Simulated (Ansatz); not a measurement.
# CH4AlO2 (SMILES C[O][Al][OH]) at 6 levels

Aim: a comparison of 6 runs (UHF/STO-3G, UHF/3-21G, UB3LYP/6-31G*, UMP2/6-311+G**, UCCSD/6-311+G**, UCCSD(T)/6-311+G**) of CH4AlO2. 

The calculation is run with Ansatz 0.2.0.

37 further runs of the same task are left out: 37 set aside as unsound or not needed.

**1. The system as given**

The species is CH4AlO2 (8 atoms), meant as a doublet with charge 0. As SMILES, `C[O][Al][OH]`. The C1–O2 distance was set to 3.068 Å, away from the relaxed value. At this shape a bond of the SMILES string is far longer than usual.

Bond lengths: O2–Al3 1.683 Å, Al3–O4 1.701 Å, C1–H5 1.097 Å, C1–H6 1.095 Å, C1–H7 1.095 Å, O4–H8 0.956 Å. Angles: O2–Al3–O4 116.5°, Al3–O4–H8 121.5°, H5–C1–H6 108.0°, H5–C1–H7 108.0°, H6–C1–H7 107.9°.

**2. The energy at UHF/STO-3G (run 1)**

job.yaml reads:

```yaml
crystal:
  periodic: [false, false, false]
  atoms:
    - symbol: C
      position_ang: [0.686908, 2.666005, -1.646959]
    - symbol: O
      position_ang: [-0.035800, 0.282500, 0.144300]
    - symbol: Al
      position_ang: [-0.062600, -1.399600, 0.093000]
    - symbol: O
      position_ang: [-0.601900, -2.191900, 1.497900]
    - symbol: H
      position_ang: [1.055408, 2.358405, -2.632959]
    - symbol: H
      position_ang: [-0.191192, 3.302505, -1.797859]
    - symbol: H
      position_ang: [1.464208, 3.271605, -1.169559]
    - symbol: H
      position_ang: [-0.646300, -3.146000, 1.548200]
basis:
  gaussian:
    orbitals: STO-3G
magnetization:
  spin_polarized: true
  initial_magnetization: 1
hamiltonian:
  xc: hf
accuracy: high
output: {orbitals: {seedname: orbitals}}
```

Run with:

```console
ansatz run job.yaml --threads 1 --pin off --max-ram 3480MiB --events-out events.jsonl --progress --plain --runs-dir runs
```

The program printed:

```text
Warning: RAYON_NUM_THREADS=1 ignored (pool sized by the plan → 1); use --threads N
Functional definition: HF
  name "HF"
  exchange = exact_x
  correlation = 0
501 factors; integrals over basis functions are off by at most 2.4e-8 eV
mean field evaluation 1: about -11589.1278 eV, gradient 3.0e1 eV
mean field evaluation 2: about -11589.1823 eV, gradient 3.0e1 eV
mean field evaluation 4: about -11598.3845 eV, gradient 5.1e0 eV
mean field evaluation 8: about -11598.8913 eV, gradient 1.1e0 eV
mean field evaluation 16: about -11600.8483 eV, gradient 2.5e-2 eV
mean field evaluation 32: about -11600.6672 eV, gradient 1.3e-1 eV
mean field evaluation 64: about -11600.1745 eV, gradient 2.0e0 eV
mean field evaluation 96: about -11583.6361 eV, gradient 2.6e1 eV
mean field evaluation 128: about -11600.5040 eV, gradient 4.8e-5 eV
mean field evaluation 160: about -11600.2151 eV, gradient 2.1e0 eV
mean field evaluation 192: about -11595.2362 eV, gradient 3.7e0 eV
mean field evaluation 224: about -11593.4318 eV, gradient 3.2e0 eV
mean field evaluation 256: about -11598.8439 eV, gradient 1.7e-3 eV
mean field evaluation 288: about -11596.9218 eV, gradient 6.4e0 eV
mean field -11600.84996623 eV, -426.3233729205 hartree, gradient 3.0e-8 eV, S^2 1.681864; 9 other end points of the search recorded, 0 dependent functions left out
reference -11600.84996623 eV, -426.3233729205 hartree; 20, 19 occupied and 8, 9 virtual orbitals, 501 factors
Total energy: -11600.84996623 eV, -426.3233729205 hartree
```

Wall time 0.92 s (1 thread of Arm Neoverse V2, shared host).

**3. A single-point energy at UHF/3-21G (run 2)**

in.yaml reads:

```yaml
basis:
  gaussian:
    orbitals: 3-21G.json
crystal:
  periodic: [false, false, false]
  atoms:
    - {symbol: C, position_ang: [0.686908, 2.666005, -1.646959]}
    - {symbol: O, position_ang: [-0.035800, 0.282500, 0.144300]}
    - {symbol: Al, position_ang: [-0.062600, -1.399600, 0.093000]}
    - {symbol: O, position_ang: [-0.601900, -2.191900, 1.497900]}
    - {symbol: H, position_ang: [1.055408, 2.358405, -2.632959]}
    - {symbol: H, position_ang: [-0.191192, 3.302505, -1.797859]}
    - {symbol: H, position_ang: [1.464208, 3.271605, -1.169559]}
    - {symbol: H, position_ang: [-0.646300, -3.146000, 1.548200]}
magnetization:
  spin_polarized: true
  initial_magnetization: 1
accuracy: high
output: {orbitals: {seedname: orbitals}}
hamiltonian:
  xc: hf
```

The basis set 3-21G is read from a file made from the Basis Set Exchange's data (not shown).

Run with:

```console
ansatz run in.yaml --threads 1 --pin off --max-ram 3480MiB --events-out events.jsonl --progress --plain --runs-dir runs
```

The program printed, cut to the lines that bear on the results:

```text
Warning: RAYON_NUM_THREADS=1 ignored (pool sized by the plan → 1); use --threads N
[... 2 set-up lines as earlier in the session ...]
[...]
990 factors; integrals over basis functions are off by at most 2.1e-8 eV
[...]
mean field -11685.11328073 eV, -429.4199926124 hartree, gradient 1.1e-8 eV, S^2 1.687665; 8 other end points of the search recorded, 0 dependent functions left out
reference -11685.11328073 eV, -429.4199926124 hartree; 20, 19 occupied and 28, 29 virtual orbitals, 990 factors
Total energy: -11685.11328073 eV, -429.4199926124 hartree
```

Wall time 3.3 s (1 thread of Arm Neoverse V2, shared host); peak memory 0.12 GiB.

Runs 3 to 5 aren't shown in full; the table further down has their settings and results.

**4. The energy at UCCSD(T)/6-311+G(d,p) (run 6)**

run.yaml reads:

```yaml
crystal:
  periodic: [false, false, false]
  atoms:
    - {symbol: C, position_ang: [0.686908, 2.666005, -1.646959]}
    - {symbol: O, position_ang: [-0.035800, 0.282500, 0.144300]}
    - {symbol: Al, position_ang: [-0.062600, -1.399600, 0.093000]}
    - {symbol: O, position_ang: [-0.601900, -2.191900, 1.497900]}
    - {symbol: H, position_ang: [1.055408, 2.358405, -2.632959]}
    - {symbol: H, position_ang: [-0.191192, 3.302505, -1.797859]}
    - {symbol: H, position_ang: [1.464208, 3.271605, -1.169559]}
    - {symbol: H, position_ang: [-0.646300, -3.146000, 1.548200]}
basis:
  gaussian: {orbitals: 6-311+G_st__st_-spherical.json}
magnetization: {spin_polarized: true, initial_magnetization: 1}
accuracy: high
scf: {omitted_lower_state_checks: [cluster_reference, increment]}
correlation: {method: ccsd_t, frozen_orbitals: {Al: 5, C: 1, H: 0, O: 1}}
```

The basis set 6-311+G** is read from a file made from the Basis Set Exchange's data (not shown).

Run with:

```console
ansatz run run.yaml --threads 1 --pin off --max-ram 3480MiB --events-out events.jsonl --progress --plain --runs-dir runs
```

The program printed:

```text
Warning: RAYON_NUM_THREADS=1 ignored (pool sized by the plan → 1); use --threads N
[... 18 lines left out ...]
8 core orbitals not correlated: weight in the atoms' cores, before any rotation towards them, 1.000 or more for the frozen orbitals, at most 0.000 for the correlated occupied ones
[... 59 lines left out ...]
Total energy: -11767.99754911 eV, -432.4659332947 hartree
Checks for a lower state left out: cluster_reference, increment
```

Wall time 4.8 min (1 thread of Arm Neoverse V2, shared host); peak memory 2.5 GiB.

**5. All runs side by side**

| run | level | Cartesian functions | frozen core orbitals | energy (Eh) | ⟨S²⟩ | wall time |
| --- | --- | --- | --- | --- | --- | --- |
| 1 | UHF/STO-3G | no | – | -426.323373 | 1.682 | 0.92 s |
| 2 | UHF/3-21G | no | – | -429.419993 | 1.688 | 3.3 s |
| 3 | UB3LYP/6-31G* (Cartesian functions) | yes | – | -433.288920 | 1.109 | 23 s |
| 4 | UMP2/6-311+G** | no | 8 | -432.395311 | 1.713 | 25 s |
| 5 | UCCSD/6-311+G** | no | 8 | -432.444768 | 1.713 | 4 min |
| 6 | UCCSD(T)/6-311+G** | no | 8 | -432.465933 | 1.713 | 4.8 min |

**6. Results**

| quantity | value |
| --- | --- |
| run 6: total energy | -432.46593 Eh |
| run 6: correlation energy (8 core orbitals frozen) | -612.0 mEh |
| run 6: (T) correction | -21.16 mEh |
| run 6: ⟨S²⟩ of the reference determinant | 1.713 |
| run 6: T1 diagnostic | 0.102 |

**Reading.** In run 1 the basis is minimal, so the values are rough. Spin contamination of the reference: run 4 ⟨S²⟩ = 1.71, run 5 ⟨S²⟩ = 1.71, run 6 ⟨S²⟩ = 1.71, run 2 ⟨S²⟩ = 1.69, run 1 ⟨S²⟩ = 1.68, run 3 ⟨S²⟩ = 1.11. Where it is this large, the reference is a mixture of spin states, and values that rest on it are in doubt. All runs together took 9.6 min, the longest 4.8 min.
